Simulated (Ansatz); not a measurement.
# C3H10BN: a ladder of functionals and wavefunction methods

Aim: compute C3H10BN with functionals from several rungs and with coupled cluster, and see how far each lands from CCSD(T) at the basis-set limit for the atomisation energy.

Method: functionals in def2-TZVPP, the program's frozen cores in correlated methods; program: Ansatz 0.2.0, Gaussian basis.

The runs, in order: LDA (SPW92), PBE-D4, revPBE-D4, BLYP-D4, r2SCAN-D4, B97M-V, PBE0-D4, B3LYP-D4, r2SCANh-D4, r2SCAN0-D4, HSE06-D4, BHLYP-D4, CAM-B3LYP-D4, LC-ωPBE, ωB97X-V, ωB97M-V, B2PLYP, PBE-QIDH; CCSD(T)/def2-SVP; CCSD(T)/def2-TZVPP; MP2/def2-QZVPP; extrapolation to the limit; RPA on PBE.

## Step 1: The relaxed structure

The geometry comes from an earlier relaxation with PBE0-D4 in a triple-zeta def2 set; it is a stationary point, not always the lowest conformer.

SMILES `CC(C)BN`, 15 atoms, charge 0, spin multiplicity 1.

Atoms are counted from 1 here; the program's logs count them from 0.

Bond lengths: C1–C2 1.529 Å, C1–H6 1.094 Å, C1–H7 1.095 Å, C1–H8 1.093 Å, C2–C3 1.529 Å, C2–B4 1.576 Å, C2–H9 1.099 Å, C3–H10 1.093 Å, C3–H11 1.095 Å, C3–H12 1.094 Å, B4–N5 1.390 Å, B4–H13 1.204 Å, N5–H14 1.005 Å, N5–H15 1.007 Å. Angles: C2–C1–H6 110.8°, C2–C1–H7 111.2°, C2–C1–H8 112.0°, H6–C1–H7 107.5°, H6–C1–H8 107.5°, H7–C1–H8 107.7°, C1–C2–C3 110.3°, C1–C2–B4 110.3°, C1–C2–H9 108.1°, C3–C2–B4 110.3°, C3–C2–H9 108.1°, B4–C2–H9 109.8°, C2–C3–H10 112.0°, C2–C3–H11 111.2°, C2–C3–H12 110.8°, H10–C3–H11 107.7°, H10–C3–H12 107.5°, H11–C3–H12 107.5° and more.

Geometry (Å):

```xyz
15
C3H10BN
C    -0.7804   -1.4132   -0.3575
C     0.1715   -0.3415    0.1751
C     1.4891   -0.3690   -0.6006
B    -0.4945    1.0830    0.0694
N    -0.7357    1.8757    1.1858
H    -1.0362   -1.2208   -1.4039
H    -0.3240   -2.4073   -0.3076
H    -1.7154   -1.4480    0.2083
H     0.3907   -0.5726    1.2273
H     2.2082    0.3572   -0.2120
H     1.9558   -1.3584   -0.5520
H     1.3235   -0.1350   -1.6568
H    -0.8142    1.5231   -1.0045
H    -1.1584    2.7865    1.1360
H    -0.5020    1.5894    2.1222
```

## Step 2: LDA

This LDA is Slater exchange with PW92 correlation.

File in.yaml:

```yaml
crystal:
  periodic: [false, false, false]
  atoms:
    - {symbol: C, position_ang: [-0.780364, -1.413220, -0.357459]}
    - {symbol: C, position_ang: [0.171509, -0.341517, 0.175079]}
    - {symbol: C, position_ang: [1.489127, -0.369013, -0.600646]}
    - {symbol: B, position_ang: [-0.494526, 1.083049, 0.069412]}
    - {symbol: N, position_ang: [-0.735718, 1.875722, 1.185757]}
    - {symbol: H, position_ang: [-1.036184, -1.220782, -1.403942]}
    - {symbol: H, position_ang: [-0.323981, -2.407290, -0.307563]}
    - {symbol: H, position_ang: [-1.715356, -1.447976, 0.208295]}
    - {symbol: H, position_ang: [0.390714, -0.572632, 1.227346]}
    - {symbol: H, position_ang: [2.208184, 0.357182, -0.211954]}
    - {symbol: H, position_ang: [1.955764, -1.358369, -0.551969]}
    - {symbol: H, position_ang: [1.323524, -0.134952, -1.656771]}
    - {symbol: H, position_ang: [-0.814179, 1.523096, -1.004509]}
    - {symbol: H, position_ang: [-1.158365, 2.786461, 1.135981]}
    - {symbol: H, position_ang: [-0.502047, 1.589441, 2.122244]}
basis:
  gaussian: {orbitals: def2-TZVPP}
hamiltonian: {xc: lda}
output: {orbitals: {seedname: orbitals}}
```

The runs that follow: PBE-D4 (GGA); revPBE-D4 (GGA); BLYP-D4 (GGA); r2SCAN-D4 (meta-GGA); B97M-V (meta-GGA); PBE0-D4 (hybrid); B3LYP-D4 (hybrid); r2SCANh-D4 (hybrid); r2SCAN0-D4 (hybrid); HSE06-D4 (hybrid); BHLYP-D4 (hybrid); CAM-B3LYP-D4 (range-separated); LC-ωPBE-D4 (range-separated); ωB97X-V (range-separated); ωB97M-V (range-separated); B2PLYP (double hybrid); PBE-QIDH (double hybrid); CCSD(T) in def2-SVP; CCSD(T) in def2-TZVPP; MP2 in def2-QZVPP; RPA on PBE orbitals.

**Question.** What will the summary of the whole plan be? Wanted: atomisation energy, CCSD(T)/CBS; farthest beyond LDA; mean size of error, GGA; mean size of error, meta-GGA; mean size of error, hybrid; mean size of error, range-separated; mean size of error, double hybrid; gap, smallest and largest; T1 diagnostic.

As calculated:

| quantity | value |
| --- | --- |
| atomisation energy, CCSD(T)/CBS | 5820.3 kJ/mol |
| functionals within 29.1 kJ/mol (0.5 %) | revPBE-D4, BLYP-D4, r2SCAN-D4, B97M-V, r2SCANh-D4, LC-ωPBE, ωB97X-V, PBE-QIDH |
| farthest beyond LDA | PBE-D4 (+112.6 kJ/mol) |
| mean size of error, GGA | 42.7 kJ/mol |
| mean size of error, meta-GGA | 21.3 kJ/mol |
| mean size of error, hybrid | 42.2 kJ/mol |
| mean size of error, range-separated | 30.0 kJ/mol |
| mean size of error, double hybrid | 18.8 kJ/mol |
| gap, smallest and largest | 6.05 eV (LDA (SPW92)), 13.65 eV (LC-ωPBE) |
| T1 diagnostic | 0.0105 |
| triples share of the correlation energy | 3.7 % |

In words: LDA overbinds by 771.3 kJ/mol (13 %). PBE-D4 is off by +112.6 kJ/mol. Double hybrids carry the basis error of their MP2 part in triple zeta, and no dispersion term here, so their miss is partly the set-up's. The rungs double hybrid, meta-GGA miss on average by less than the doubt on the reference (29.1 kJ/mol), so they tie. The reference freezes the cores and leaves out relativity and excitations past (T), so misses under about 29.1 kJ/mol can't be ranked. Hartree-Fock recovers 76 % of the binding; the rest is correlation. CCSD(T) in def2-SVP is off by -233.3 kJ/mol, which most functionals beat. Orbital gaps span 6.1 to 13.6 eV; exact exchange widens them.
